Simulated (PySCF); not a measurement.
# C4H7FO2Si: electronic excitations

What electronic excitations should C4H7FO2Si (`CC1=C(O[SiH2]O)[C@H]1F`) show?

The runs use PySCF 2.14.0, with density-fitted response routines of our own; the level of theory stands in each step. All values are computed, except where a source is named. Atoms count from 0, in the outputs and in this text.

### 1 The starting structure

15 atoms, charge 0, multiplicity 1; geometry from: GFN2-xTB.

Bonds of the start (Å): C0–C1 1.47, C1–C2 1.31, C2–O3 1.31, O3–Si4 1.66, Si4–O5 1.61, C2–C6 1.48, C6–F7 1.41, C6–C1 1.49, C0–H8 1.09, C0–H9 1.09, C0–H10 1.09, Si4–H11 1.45, Si4–H12 1.45, O5–H13 0.96, C6–H14 1.08.

### 2 Ultraviolet spectrum: CAM-B3LYP/def2-SVPD

Job settings and geometry (Å):

```
{"job": {"kind": "uv", "xc": "CAM-B3LYP", "basis": "def2-SVPD", "nstates": 8, "ntriplets": 3}, "charge": 0, "multiplicity": 1}
C     -1.819701     0.016333    -2.197838
C     -0.984442     0.156356    -0.996389
C     -0.231896    -0.322689    -0.036503
O      0.396957    -1.292529     0.576945
Si     1.565046    -1.140137     1.750492
O      2.176925     0.352658     1.791911
C     -0.393942     1.144620    -0.052852
F      0.713213     1.908897    -0.479158
H     -1.369569     0.561536    -3.027322
H     -2.811003     0.432585    -2.017809
H     -1.914064    -1.032722    -2.468034
H      2.512600    -2.148877     1.306203
H      0.935660    -1.326629     3.047200
H      2.151299     0.955070     1.048690
H     -0.931496     1.743517     0.672897
```

With the program's defaults for keys left out, this is: TDDFT CAM-B3LYP/def2-SVPD, vertical, gas phase, core orbitals frozen in the response.

Started as:

```bash
OMP_NUM_THREADS=1 python probes_run.py task.json out
```

This one command runs all jobs of the session in turn.

Predict these results of the whole session: lowest singlet (CAM-B3LYP/def2-SVPD); brightest single state of those computed; lowest triplet.

The runs gave:

```
                                quantity                        value
    lowest singlet (CAM-B3LYP/def2-SVPD)  6.59 eV (188 nm), f = 0.016
brightest single state of those computed  state 2, 7.06 eV, f = 0.121
                          lowest triplet                      5.01 eV
```

What this shows: The lowest singlet, at 6.59 eV, is HOMO→LUMO 0.86 and is weak; of the 8 states computed, the strongest absorption comes from state 2 at 7.06 eV. The lowest triplet lies 1.58 eV below the lowest singlet (triplets in Tamm-Dancoff, singlets in full TDDFT).
